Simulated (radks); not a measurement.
**Mo²⁺ in [Kr] 4d4: an all-electron calculation**

What are the levels of the molybdenum ion Mo2+, how large are its shells, and how does its energy divide?

Program: radks (a radial shooting solver on a logarithmic mesh, Libxc functionals) version 1. Level of theory: scalar-relativistic Kohn-Sham, LDA (Slater exchange, Perdew-Zunger correlation), spin-polarised, spherical densities, finite nucleus; open shells are filled with parallel spins first. These are calculated values, not measurements, unless marked.

### Step 1. Starting point

| Item | Value |
| --- | --- |
| element | molybdenum (Z = 42) |
| charge | +2 |
| electrons | 40 |
| configuration | [Kr] 4d4 |
| nuclear rms radius | 4.4091 fm |

Outer shells as boxes (Hund's rule):

Mo²⁺
```
[Kr] core
4d [↑ ][↑ ][↑ ][↑ ][  ]
```

### Step 2. Self-consistent calculation

Input:

```text
Z 42
configuration [Kr] 4d4
relativity scalar-relativistic
functional lda,pz
spin polarised
nucleus finite rms 4.4091 fm
c 137.035999084
```

What does the calculation give?

**Answer**, as computed:

| quantity | value |
| --- | --- |
| total energy | -4043.61140 hartree |
| exchange-correlation share of it | 2.94 % |
| −T/E | 1.0308 |
| highest occupied level | 4d up, -21.988 eV |
| most extended occupied level | 4d up, <r> = 1.72 bohr |
| radius at density 0.001 e/bohr³ | 3.58 bohr |
| maxima of the radial density | 4 |
| ionisation energy, NIST | 27.1 (semi-emp.) eV |

The radial density shows 4 maxima for 4 occupied principal shells. −T/E is 1.031: with relativity the kinetic term as defined here no longer equals −E. Minus the highest eigenvalue, 21.988 eV, is 81 % of the tabulated ionisation energy (27.1 eV); the potential of a semilocal functional falls off too fast, so its top eigenvalue is too shallow. Open shells are spherical and high-spin; term and fine-structure splittings are not resolved.
